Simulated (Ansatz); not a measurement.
# O: response to strain

Aim: deform O (equal xx and yy strain of -1 %) and compute stress, forces and field gradients with LAPW, PAW and all-electron datasets made for the crystal.

Program: Ansatz 0.2.0. Level of theory: DFT PBEsol, scalar-relativistic. These are calculated values, not measurements.

**1. The starting structure**

Symmetry: P6_3/mmc, No. 194, hexagonal system. Conventional cell: a = 2.561 Å, b = 2.561 Å, c = 6.575 Å, α = 90.00°, β = 90.00°, γ = 120.00°. O (site symmetry 3m) is surrounded by 1 O at 1.17 Å.

As a file:

```
CELL_PARAMETERS angstrom
2.56100 0.00000 0.00000
-1.28050 2.21789 0.00000
0.00000 0.00000 6.57500
ATOMIC_POSITIONS crystal
O 0.33333 0.66667 0.16100
O 0.66667 0.33333 0.66100
O 0.33333 0.66667 0.33900
O 0.66667 0.33333 0.83900
```

Atoms are numbered in the order of the input: O1, O2, O3, O4.

**2. The deformed structure**

Space group P6_3/mmc before, P6_3/mmc after.

**3. All-electron LAPW**

input.yaml reads:

```yaml
crystal:
  lattice:
    - [2.535389546, 0.0, 0.0]
    - [-1.267694773, 2.1957117553, 0.0]
    - [0.0, 0.0, 6.575]
  atoms:
    - { symbol: O, position: [0.3333333333, 0.6666666667, 0.161] }
    - { symbol: O, position: [0.6666666667, 0.3333333333, 0.661] }
    - { symbol: O, position: [0.3333333333, 0.6666666667, 0.339] }
    - { symbol: O, position: [0.6666666667, 0.3333333333, 0.839] }
kpoints:
  mp_grid: { grid: [13, 13, 5] }
  band_path:
    path:
      - [0.0, 0.0, 0.0]
      - [0.5, 0.0, 0.0]
      - [0.3333333333, 0.3333333333, 0.0]
      - [0.0, 0.0, 0.0]
      - [0.0, 0.0, 0.5]
      - [0.5, 0.0, 0.5]
      - [0.3333333333, 0.3333333333, 0.5]
      - [0.0, 0.0, 0.5]
      - [0.5, 0.0, 0.5]
    npoints: 5
scf:
  occupations: { method: fermi_dirac, width: 0.03 }
hamiltonian:
  xc: pbesol
  pseudopotentials: { kind: all_electron, lapw: { basis_error: 0.001 } }
output:
  forces: true
  stress: true
  eigenvalues: true
```

Launch:

```bash
ansatz run input.yaml --threads 1 --pin off --max-ram 4096MiB --backend cpu --events-out ev --progress --plain --runs-dir out
```

**4. Frozen-core PAW**

input.yaml reads:

```yaml
crystal:
  lattice:
    - [2.535389546, 0.0, 0.0]
    - [-1.267694773, 2.1957117553, 0.0]
    - [0.0, 0.0, 6.575]
  atoms:
    - { symbol: O, position: [0.3333333333, 0.6666666667, 0.161] }
    - { symbol: O, position: [0.6666666667, 0.3333333333, 0.661] }
    - { symbol: O, position: [0.3333333333, 0.6666666667, 0.339] }
    - { symbol: O, position: [0.6666666667, 0.3333333333, 0.839] }
kpoints:
  mp_grid: { grid: [13, 13, 5] }
scf:
  occupations: { method: fermi_dirac, width: 0.03 }
hamiltonian:
  xc: pbesol
  pseudopotentials: { kind: paw }
output:
  forces: true
  stress: true
  eigenvalues: true
  efg: { contact_densities: true }
```

**5. Datasets made for this crystal**

input.yaml: that of step 4 with these lines changed.

```diff
@@ -16,3 +16,3 @@
   xc: pbesol
-  pseudopotentials: { kind: paw }
+  pseudopotentials: { kind: all_electron, datasets: crystal }
 output:
```

(Steps that only read results are left out.)

What does the calculation give? Wanted: pressure; largest shear or deviatoric stress.

**Answer**, as computed:

| quantity | value |
| --- | --- |
| pressure | LAPW 12.34, PAW 11.80, crystal datasets 12.35 GPa |
| largest shear or deviatoric stress (LAPW) | 32.75 GPa |

What this shows: The largest part of the stress beyond the pressure is 32.75 GPa in size, in the zz component; the atoms are carried along and not relaxed. No run of the undeformed cell stands beside it, so pressure and stress hold what the given cell had before the change, as far as its symmetry allows. PAW: stress within 1.61 GPa of LAPW, forces within 172 meV/Å. Crystal datasets: stress within 0.01 GPa of LAPW, forces within 1 meV/Å. Solid oxygen carries moments on its molecules; these runs leave spin out.
